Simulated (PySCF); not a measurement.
# Cl2H5PSi2: magnetic properties

Aim: compute the magnetic properties of Cl2H5PSi2 (`Cl[SiH2]P[SiH2]Cl`).

Computed with PySCF 2.14.0 and routines of our own; the level stands in each step. Atoms count from 0.

## (1) The starting structure

10 atoms, charge 0, multiplicity 1; geometry from: GFN2-xTB.

## (2) Relaxing the molecule at PBE0-D3(BJ)/def2-SVP

What the job is given:

```
{"job": {"xc": "PBE0", "basis": "def2-SVP", "d3": "d3bj", "grid": 1, "kind": "geom"}, "charge": 0, "multiplicity": 1}
Cl     1.897234     2.122321     0.031825
Si     1.753584     0.125426    -0.114447
P     -0.116499    -0.355139    -1.250020
Si    -1.738649    -0.039948     0.262319
Cl    -2.052958     1.935470     0.425871
H      2.870898    -0.386488    -0.904813
H      1.800625    -0.433242     1.238820
H     -0.028697    -1.718181    -1.045350
H     -1.435725    -0.562924     1.596904
H     -2.940931    -0.682639    -0.263637
```

Started as:

```sh
$ OMP_NUM_THREADS=1 python excited_run.py task.json out
```

This one command runs all jobs of the session in turn.

The log of the run:

```text
step   0  E = -1842.60066073  max force = 0.024511
step   1  E = -1842.60526671  max force = 0.010920
step   2  E = -1842.60611546  max force = 0.005550
step   3  E = -1842.60628246  max force = 0.000918
step   4  E = -1842.60629108  max force = 0.000274
optimisation converged
```

It took 39 s on 1 thread of Arm Neoverse N1, shared host; peak memory 0.59 GiB.

The steps of the relaxation:

```
step  energy from step 0 (eV)  largest force component (eV/Å)
   0                   0.0000                          1.2604
   1                  -0.1253                          0.5615
   2                  -0.1484                          0.2854
   3                  -0.1530                          0.0472
   4                  -0.1532                          0.0141
```

Close pairs (by a distance rule), those that changed most:

```
   bond  before (Å)  after (Å)  change (Å)
Cl0–Si1       2.007      2.064      +0.057
Si3–Cl4       2.007      2.064      +0.057
  P2–H7       1.381      1.434      +0.053
 Si3–H9       1.461      1.490      +0.028
 Si1–H5       1.461      1.490      +0.028
 Si1–H6       1.465      1.492      +0.027
 Si3–H8       1.465      1.492      +0.027
 P2–Si3       2.240      2.257      +0.017
```

The next job starts from the end point, and lists it.

```
                         at the end point                value
  point group (found at 0.08 Å tolerance)                   Cs
rotational constants (GHz, main isotopes)  1.892, 1.055, 0.754
                        dipole moment (D)                 2.81
```

## (3) Magnetic properties: GIAO wB97X-D/pcSseg-1

What the job is given:

```
{"job": {"kind": "mag", "xc": "wB97X-D", "basis": "pcSseg-1", "isotopologues": 2}, "charge": 0, "multiplicity": 1}
Cl     1.636552     6.678723     2.404513
Si     1.479489     4.627607     2.231143
P     -0.341026     4.187737     0.972747
Si    -1.884354     4.474310     2.594479
Cl    -2.186783     6.504174     2.813499
H      2.678413     4.104207     1.518711
H      1.411428     4.050829     3.605057
H     -0.253975     2.774592     1.200432
H     -1.472164     3.923134     3.917794
H     -3.154198     3.834858     2.149695
```

Level: GIAO wB97X-D/pcSseg-1 magnetisability, rotational g tensor and spin-rotation constants, non-relativistic, gas phase.

The log of the run:

```text
coarse grid: 11224 points
cycle   1  E = -1843.6596805265  dE =  1.624e-01  |g| = 4.183e-01  |ddm| = 2.864e+00
cycle   2  E = -1843.6897601250  dE = -3.008e-02  |g| = 3.437e-01  |ddm| = 9.448e-01
cycle   3  E = -1843.7196107179  dE = -2.985e-02  |g| = 2.288e-02  |ddm| = 3.914e-01
cycle   4  E = -1843.7197986867  dE = -1.880e-04  |g| = 6.723e-03  |ddm| = 4.441e-02
cycle   5  E = -1843.7198222967  dE = -2.361e-05  |g| = 1.920e-03  |ddm| = 1.775e-02
cycle   6  E = -1843.7198237564  dE = -1.460e-06  |g| = 5.491e-04  |ddm| = 4.557e-03
final grid: 86136 points
cycle   7  E = -1843.7616794704  dE = -9.561e-05  |g| = 6.236e-03  |ddm| = 3.105e-02
cycle   8  E = -1843.7616854871  dE = -6.017e-06  |g| = 4.534e-03  |ddm| = 1.410e-02
cycle   9  E = -1843.7616897515  dE = -4.264e-06  |g| = 3.536e-04  |ddm| = 5.106e-03
cycle  10  E = -1843.7616897884  dE = -3.691e-08  |g| = 1.154e-04  |ddm| = 6.558e-04
cycle  11  E = -1843.7616897948  dE = -6.432e-09  |g| = 4.631e-05  |ddm| = 3.352e-04
cycle  12  E = -1843.7616897957  dE = -8.699e-10  |g| = 9.076e-06  |ddm| = 9.623e-05
converged SCF energy = -1843.7616897957

Magnetisability tensor (1e-30 J/T^2)
    -1530.49        4.78        5.86
        4.78    -1699.50      -29.02
        5.86      -29.02    -1487.85
isotropic -1572.61   principal values   -1703.58  -1530.89  -1483.37
isotropic susceptibility -94.705 1e-6 cm^3/mol

Inertial axes            a          b          c
rot. const./GHz      1.8921     1.0554     0.7537
chi total           -92.192   -101.635    -90.287
chi diamagnetic    -717.938  -1183.754  -1587.270
chi paramagnetic    625.746   1082.118   1496.983
quadrupole/D A        0.462      1.514     -1.977
g nuclear            0.5298     0.5262     0.5194
g electronic        -0.5562    -0.5365    -0.5301
g total             -0.0265    -0.0104    -0.0107

Spin-rotation constants (kHz, H = +C I.J)
atom  isotope        aa         bb         cc
  0   35Cl        0.168      0.104      0.065
  2    31P        1.977      0.695      0.800
  4   35Cl        0.168      0.104      0.065
  5     1H        0.026     -0.057     -0.061
  6     1H       -0.139     -0.100      0.035
  7     1H       -0.201     -0.031     -0.067
  8     1H       -0.139     -0.100      0.035
  9     1H        0.026     -0.057     -0.061
  1   29Si*      -1.218     -0.639     -0.490
* in the singly substituted isotopologue

Isotopologues: g along a, b, c
2H    at 5,6,7,8,9         -0.0249    -0.0098    -0.0103
37Cl  at 0                 -0.0261    -0.0102    -0.0105
```

Wall time 41 s (1 thread of Arm Neoverse N1, shared host); peak memory 0.78 GiB.

From this job:

```
              quantity                      value
       magnetisability           -1573·10⁻³⁰ J/T²
  molar susceptibility         -94.7·10⁻⁶ cm³/mol
rotational g (a, b, c)  -0.0265, -0.0104, -0.0107
```

## (4) Magnetic properties: GIAO HF/pcSseg-0

Settings changed since step 3:

```diff
@@ -1,2 +1,2 @@
-{"job": {"kind": "mag", "xc": "wB97X-D", "basis": "pcSseg-1", "isotopologues": 2}, "charge": 0, "multiplicity": 1}
+{"job": {"kind": "mag", "xc": "HF", "basis": "pcSseg-0"}, "charge": 0, "multiplicity": 1}
 Cl     1.636552     6.678723     2.404513
```

Method: GIAO HF/pcSseg-0 magnetisability, rotational g tensor and spin-rotation constants, non-relativistic, gas phase.

The log of the run:

```text
final grid: 86136 points
cycle   1  E = -1838.2015568648  dE =  1.357e-01  |g| = 4.092e-01  |ddm| = 3.135e+00
cycle   2  E = -1838.2653797621  dE = -6.382e-02  |g| = 1.414e-01  |ddm| = 1.162e+00
cycle   3  E = -1838.2711404272  dE = -5.761e-03  |g| = 2.149e-02  |ddm| = 2.627e-01
cycle   4  E = -1838.2714244634  dE = -2.840e-04  |g| = 5.460e-03  |ddm| = 6.194e-02
cycle   5  E = -1838.2714513455  dE = -2.688e-05  |g| = 1.412e-03  |ddm| = 2.315e-02
cycle   6  E = -1838.2714535753  dE = -2.230e-06  |g| = 3.228e-04  |ddm| = 7.385e-03
cycle   7  E = -1838.2714536807  dE = -1.054e-07  |g| = 4.275e-05  |ddm| = 1.766e-03
cycle   8  E = -1838.2714536825  dE = -1.792e-09  |g| = 1.019e-05  |ddm| = 2.119e-04
cycle   9  E = -1838.2714536826  dE = -1.073e-10  |g| = 3.082e-06  |ddm| = 5.306e-05
converged SCF energy = -1838.2714536826

Magnetisability tensor (1e-30 J/T^2)
    -1715.61        7.58        3.97
        7.58    -1909.45      -13.86
        3.97      -13.86    -1684.10
isotropic -1769.72   principal values   -1910.61  -1715.67  -1682.87
isotropic susceptibility -106.575 1e-6 cm^3/mol

Inertial axes            a          b          c
rot. const./GHz      1.8921     1.0554     0.7537
chi total          -103.320   -113.491   -102.914
chi diamagnetic    -728.617  -1190.831  -1597.085
chi paramagnetic    625.297   1077.340   1494.171
quadrupole/D A        2.990     -2.075     -0.916
g nuclear            0.5298     0.5262     0.5194
g electronic        -0.5558    -0.5342    -0.5291
g total             -0.0261    -0.0080    -0.0097

Spin-rotation constants (kHz, H = +C I.J)
atom  isotope        aa         bb         cc
  0   35Cl       -0.068      0.074     -0.025
  2    31P        1.442      0.231      0.589
  4   35Cl       -0.068      0.074     -0.025
  5     1H       -0.006     -0.076     -0.073
  6     1H       -0.173     -0.126      0.022
  7     1H       -0.242     -0.060     -0.083
  8     1H       -0.173     -0.126      0.022
  9     1H       -0.007     -0.076     -0.073
  1   29Si*      -1.081     -0.545     -0.433
* in the singly substituted isotopologue
```

It took 6.2 s on 1 thread of Arm Neoverse N1, shared host; peak memory 0.55 GiB.

Key values:

```
              quantity                      value
       magnetisability           -1770·10⁻³⁰ J/T²
  molar susceptibility        -106.6·10⁻⁶ cm³/mol
rotational g (a, b, c)  -0.0261, -0.0080, -0.0097
```

## (5) Magnetic properties: common gauge origin B3LYP/STO-3G

Settings changed since step 4:

```diff
@@ -1,2 +1,2 @@
-{"job": {"kind": "mag", "xc": "HF", "basis": "pcSseg-0"}, "charge": 0, "multiplicity": 1}
+{"job": {"kind": "mag", "xc": "B3LYP", "basis": "STO-3G", "gauge": [0, 0, 0]}, "charge": 0, "multiplicity": 1}
 Cl     1.636552     6.678723     2.404513
```

With the program's defaults for keys left out, this is: common gauge origin B3LYP/STO-3G magnetisability, rotational g tensor and spin-rotation constants, non-relativistic, gas phase.

The log of the run:

```text
coarse grid: 11224 points
cycle   1  E = -1823.2770253941  dE = -8.326e-01  |g| = 4.071e-01  |ddm| = 3.587e+00
cycle   2  E = -1823.2936925026  dE = -1.667e-02  |g| = 4.036e-01  |ddm| = 1.778e+00
cycle   3  E = -1823.3652237085  dE = -7.153e-02  |g| = 2.646e-02  |ddm| = 8.416e-01
cycle   4  E = -1823.3655763131  dE = -3.526e-04  |g| = 6.918e-03  |ddm| = 8.077e-02
cycle   5  E = -1823.3655990341  dE = -2.272e-05  |g| = 1.099e-03  |ddm| = 1.644e-02
cycle   6  E = -1823.3655996460  dE = -6.119e-07  |g| = 6.423e-05  |ddm| = 2.608e-03
final grid: 86136 points
cycle   7  E = -1823.2632254049  dE = -1.026e-06  |g| = 1.407e-03  |ddm| = 7.000e-03
cycle   8  E = -1823.2632256495  dE = -2.446e-07  |g| = 1.236e-03  |ddm| = 5.430e-03
cycle   9  E = -1823.2632263120  dE = -6.625e-07  |g| = 1.120e-04  |ddm| = 2.541e-03
cycle  10  E = -1823.2632263184  dE = -6.372e-09  |g| = 8.117e-06  |ddm| = 2.736e-04
cycle  11  E = -1823.2632263184  dE = -3.183e-11  |g| = 1.246e-06  |ddm| = 2.000e-05
converged SCF energy = -1823.2632263184

Magnetisability tensor (1e-30 J/T^2)
   -11037.27      608.39    -1430.12
      608.39   -19059.30     2191.38
    -1430.12     2191.38   -23245.89
isotropic -17780.82   principal values  -24364.35 -18122.08 -10856.03
isotropic susceptibility -1070.786 1e-6 cm^3/mol

Inertial axes            a          b          c
rot. const./GHz      1.8921     1.0554     0.7537
chi total          -653.765  -1091.338  -1467.255
chi diamagnetic    -707.124  -1171.354  -1579.150
chi paramagnetic     53.359     80.017    111.895
quadrupole/D A       -0.165     -1.805      1.971
g nuclear            0.5298     0.5262     0.5194
g electronic        -0.0474    -0.0397    -0.0396
g total              0.4824     0.4865     0.4798

Spin-rotation constants (kHz, H = +C I.J)
atom  isotope        aa         bb         cc
  0   35Cl        0.234      0.011      0.066
  2    31P        2.607      1.231      0.639
  4   35Cl        0.233      0.011      0.066
  5     1H       -0.302      0.561      0.396
  6     1H       -0.244     -0.357     -0.534
  7     1H        0.790     -0.732      0.168
  8     1H       -0.244     -0.359     -0.536
  9     1H       -0.300      0.560      0.395
  1   29Si*      -0.870     -0.488     -0.318
* in the singly substituted isotopologue
```

Run time: 3.1 s. Hardware: 1 thread of Arm Neoverse N1, shared host; peak memory 0.47 GiB.

The run ended normally, but its values are not to be used for the molecule: a common gauge origin replaces GIAOs, so the magnetic properties depend on where the origin lies; the basis STO-3G is minimal.

## (6) Magnetic properties side by side

```
                level  ξ (10⁻³⁰ J/T²)     g(a)     g(b)  gap (eV)  functions   time
GIAO wB97X-D/pcSseg-1           -1573  -0.0265  -0.0104     10.87        145   41 s
     GIAO HF/pcSseg-0           -1770  -0.0261  -0.0080     13.21         75  6.2 s
```

## (7) Results

```
                                              quantity                               value
                                           point group                                  Cs
                  rotational constants (main isotopes)                1.89, 1.06, 0.75 GHz
       magnetisability (step 3, GIAO wB97X-D/pcSseg-1)                    -1573·10⁻³⁰ J/T²
  molar susceptibility (step 3, GIAO wB97X-D/pcSseg-1)                  -94.7·10⁻⁶ cm³/mol
rotational g (a, b, c) (step 3, GIAO wB97X-D/pcSseg-1)           -0.0265, -0.0104, -0.0107
                       magnetisability over the levels           -1770 to -1573·10⁻³⁰ J/T²
                                                  runs  0 failed, 1 ended on unsound input
```

**Reading.** Over 4 steps the energy fell by 0.153 eV; of the close pairs, Cl0–Si1 changed most, 2.007 to 2.064 Å. The magnetisability spreads by 11.8 % over 2 levels, from GIAO HF/pcSseg-0 (6.2 s) to GIAO wB97X-D/pcSseg-1 (41 s); the runs took 6.2 s to 41 s. Two levels can agree by chance, so this spread shows no convergence. Vibrational averaging and real surroundings are missing from these values.
